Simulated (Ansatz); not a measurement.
# AlN (P6_3mc): energy and pressure against volume

The task here is to estimate one member of a computed series from the others.

The COD entry's cell or inner coordinates are ideal or old and differ from later refinements, so a difference from it is no clean test against experiment.

Computed with Ansatz 0.2.0 (DFT r²SCAN, scalar-relativistic, plane waves, PAW, unless a step's input says otherwise).

## The starting structure

It takes space group P6_3mc (No. 186, hexagonal). Conventional cell: a = 3.107 Å, b = 3.107 Å, c = 4.979 Å, α = 90.00°, β = 90.00°, γ = 120.00°. Al (site symmetry 3m) is surrounded by 4 N at 1.89 to 1.90 Å. N (site symmetry 3m) is surrounded by 4 Al at 1.89 to 1.90 Å.

As a file:

```cif
data_structure
_symmetry_space_group_name_H-M 'P6_3mc'
_symmetry_Int_Tables_number 186
_cell_length_a 3.1065
_cell_length_b 3.1065
_cell_length_c 4.9793
_cell_angle_alpha 90.000
_cell_angle_beta 90.000
_cell_angle_gamma 120.000
_cell_volume 41.61
loop_
_atom_site_label
_atom_site_type_symbol
_atom_site_symmetry_multiplicity
_atom_site_Wyckoff_symbol
_atom_site_fract_x
_atom_site_fract_y
_atom_site_fract_z
_atom_site_occupancy
Al1 Al 2 b 0.33333 0.66667 0.99922 1
N1 N 2 b 0.33333 0.66667 0.38078 1
```

This cell comes from an earlier session at r²SCAN: 10.404 Å³/atom at 0.00 GPa, on a 8×8×4 mesh.

Set-up of the first run:

Input file input.yaml:

```yaml
crystal:
  lattice:
    - [3.0645176735, 0.0, 0.0]
    - [-1.5322588368, 2.6539501556, 0.0]
    - [0.0, 0.0, 4.9119917342]
  atoms:
    - { symbol: Al, position: [0.3333333333, 0.6666666667, -0.0007776514] }
    - { symbol: Al, position: [0.6666666667, 0.3333333333, 0.4992223486] }
    - { symbol: "N", position: [0.3333333333, 0.6666666667, 0.3807776514] }
    - { symbol: "N", position: [0.6666666667, 0.3333333333, 0.8807776514] }
basis:
  ecutwfc: 500
  ecutrho_ratio: 4
kpoints:
  mp_grid: { grid: [8, 8, 4] }
hamiltonian:
  xc: r2scan
scf:
  occupations: { method: gaussian, width: 0.05 }
output:
  forces: true
  stress: true
  eigenvalues: true
relax:
  f_tol: 0.01
  max_steps: 40
  cell: { stress_tol: 0.1, fix: [volume] }
```

The run is started by

```
ansatz run input.yaml --threads 2 --pin off --max-ram 5120MiB --backend cpu --events-out ev --progress --plain --runs-dir out
```

Steps of the session up to this table: Volume × 0.96; Volume × 1.04; Volume × 0.92; Volume × 0.88; Volume × 0.84; Volume × 0.8.

One of the session's tables, all rows but one given; the rest of the session is left out.

It belongs to the step «The curve». 

| volume (Å³/atom) | energy above the lowest (meV/atom) | pressure (GPa) | gap on the mesh (eV) |
| --- | --- | --- | --- |
| 8.323 | 384.6 | 69.3 | 5.87 |
| 8.739 | ? | ? | ? |
| 9.155 | 120.1 | 34.1 | 5.93 |
| 9.571 | 49.8 | 20.5 | 5.61 |
| 9.987 | 11.6 | 9.3 | 5.24 |
| 10.404 | 0.0 | 0.0 | 4.88 |
| 10.820 | 10.3 | -7.7 | 4.53 |

Estimate the missing values for volume (Å³/atom) = 8.739.

Worked estimate for «energy above the lowest (meV/atom)». A straight line through the neighbours (8.323, 384.6) and (9.155, 120.1) gives 384.6 + (120.1 − 384.6) × (8.739 − 8.323) / (9.155 − 8.323) = 252.3; a parabola fitted to 3 rows on both sides gives 231.7.

The run gave: energy above the lowest (meV/atom): 229.2; pressure (GPa): 50.5; gap on the mesh (eV): 5.94. In «energy above the lowest (meV/atom)» the line misses by +23.1 and the parabola by +2.5.

Limits of these values: Other structures may be lower in enthalpy at these pressures.
